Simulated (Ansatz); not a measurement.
# KTaH6: the cost of one run

Method: DFT PBE, scalar-relativistic, plane waves, PAW, in Ansatz 0.2.0.

1 further run of the same task is left out (set aside as unsound or not needed).

### 1 The starting structure

Symmetry: P4/mmm, No. 123, tetragonal system. The conventional cell has a = 3.923 Å, b = 3.923 Å, c = 9.175 Å, α = 90.00°, β = 90.00°, γ = 90.00°. K (site symmetry 4/mmm) has 4 H at 1.96 Å as nearest neighbours. Ta (site symmetry 4/mmm) has 6 H at 1.85 to 1.96 Å as nearest neighbours. H (site symmetry mmm) is surrounded by 2 K at 1.96 Å. H (site symmetry mmm) is surrounded by 2 Ta at 1.96 Å. H (site symmetry 4mm) is surrounded by 1 Ta at 1.85 Å.

Coordinates:

```cif
data_structure
_symmetry_space_group_name_H-M 'P 1'
_symmetry_Int_Tables_number 1
_cell_length_a 3.9228
_cell_length_b 3.9228
_cell_length_c 9.1751
_cell_angle_alpha 90.000
_cell_angle_beta 90.000
_cell_angle_gamma 90.000
_cell_volume 141.19
loop_
_atom_site_label
_atom_site_type_symbol
_atom_site_fract_x
_atom_site_fract_y
_atom_site_fract_z
_atom_site_occupancy
K1 K 0.00000 0.00000 0.00000 1
Ta1 Ta 0.00000 0.00000 0.50000 1
H1 H 0.50000 0.00000 0.00000 1
H2 H 0.50000 0.00000 0.50000 1
H3 H 0.00000 0.50000 0.00000 1
H4 H 0.00000 0.50000 0.50000 1
H5 H 0.00000 0.00000 0.29789 1
H6 H 0.00000 0.00000 0.70211 1
```

The cell was relaxed beforehand at this level, from a generated guess; it is a trial structure. At a tolerance of 0.05 Å it has space group P4/mmm (No. 123); it has 17.65 Å³/atom, an uncorrected energy of +0.97 eV/atom over the elements.

### 2 Electronic structure at the relaxed geometry

Contents of input.yaml:

```yaml
crystal:
  lattice:
    - [3.922751088, 0.0, 0.0]
    - [0.0, 3.922751088, 0.0]
    - [0.0, 0.0, 9.175100899]
  atoms:
    - { symbol: K, position: [0.0, 0.0, 0.0] }
    - { symbol: Ta, position: [0.0, 0.0, 0.5] }
    - { symbol: H, position: [0.5, 0.0, 0.0] }
    - { symbol: H, position: [0.5, 0.0, 0.5] }
    - { symbol: H, position: [0.0, 0.5, 0.0] }
    - { symbol: H, position: [0.0, 0.5, 0.5] }
    - { symbol: H, position: [0.0, 0.0, 0.2978862728] }
    - { symbol: H, position: [0.0, 0.0, 0.7021137272] }
basis:
  ecutwfc: 420
kpoints:
  mp_grid: { grid: [10, 10, 4] }
  band_path:
    path:
      - [[0.0, 0.0, 0.0], [0.0, 0.5, 0.0], [0.5, 0.5, 0.0], [0.0, 0.0, 0.0], [0.0, 0.0, 0.5], [0.0, 0.5, 0.5], [0.5, 0.5, 0.5], [0.0, 0.0, 0.5]]
      - [[0.0, 0.5, 0.0], [0.0, 0.5, 0.5]]
      - [[0.5, 0.5, 0.0], [0.5, 0.5, 0.5]]
    npoints: 14
hamiltonian:
  xc: pbe
scf:
  occupations: { method: gaussian, width: 0.1 }
  n_extra_bands: 20
output:
  forces: true
  stress: true
  eigenvalues: true
  populations: true
  dos: { projected: true, de: 0.02, nscf_kmesh: { grid: [12, 12, 5] } }
  bader: true
  write_density: true
  write_potential: true
  elf: true
  volumetric_format: npy
```

The run is started by

```sh
$ ansatz run input.yaml --threads 1 --pin off --max-ram 2048MiB --backend cpu --events-out ev --progress --plain --runs-dir out
```

**Question.** How long does this run take on 1 thread of Arm Neoverse V2, shared host, and how much memory does it need?

About 89 s, with a peak of 0.62 GiB.
